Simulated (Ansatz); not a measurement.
# Rb3Ba in Ansatz: convergence with k mesh

Rb3Ba:

```xyz
4
Lattice="-3.3715 3.3715 7.3713 3.3715 -3.3715 7.3713 3.3715 3.3715 -7.3713" Properties=species:S:1:pos:R:3 pbc="T T T"
Ba    0.0000    0.0000    0.0000
Rb    0.0000    0.0000    7.3713
Rb    3.3715    0.0000    3.6857
Rb    0.0000    3.3715    3.6857
```

The cell comes from a database or a generator and needn't be the stable form of this composition.

```yaml
Program: Ansatz 0.2.0
Task: convergence study
Functional: LDA
Potentials_or_basis: PseudoDojo stringent (LDA files)
Cutoff: 770 eV
Density_cutoff: 3080 eV
k_mesh: 2 × 2 × 2
Occupations: fermi-dirac, width 0.05 eV
Spin: no spin polarisation
```

These are the settings of the first run; the series varies k mesh, with any setting tied to it.

Hardware: 2 threads of Intel(R) Xeon(R) Platinum 8259CL CPU @ 2.50GHz (Skylake/Cascade Lake), on a shared host.

```csv
k mesh,"energy less the tightest run, at zero smearing (meV/atom)",pressure (GPa),SCF cycles,CPU time (s),peak memory (GiB)
2 × 2 × 2,-27.40,-0.65,7,4.5,0.67
3 × 3 × 3,22.07,-0.53,8,6.9,0.69
4 × 4 × 4,5.45,-0.60,8,14,0.76
5 × 5 × 5,-1.28,-0.59,8,20,0.8
6 × 6 × 6,0.49,-0.58,8,32,0.9
8 × 8 × 8,-0.21,-0.59,8,62,1.1
9 × 9 × 9,0.00,-0.59,8,78,1.3
```

Against the tightest run, the energy stays within 1 meV/atom from 6 × 6 × 6 on; the pressure stays within 0.1 GPa from 2 × 2 × 2 on. Meshes of other sizes hit other points, so gaps and Fermi surfaces needn't settle smoothly. The tightest run that finished is the yardstick and may itself not be fully converged.

The run has no spin-orbit coupling, so splittings on Ba are missing.
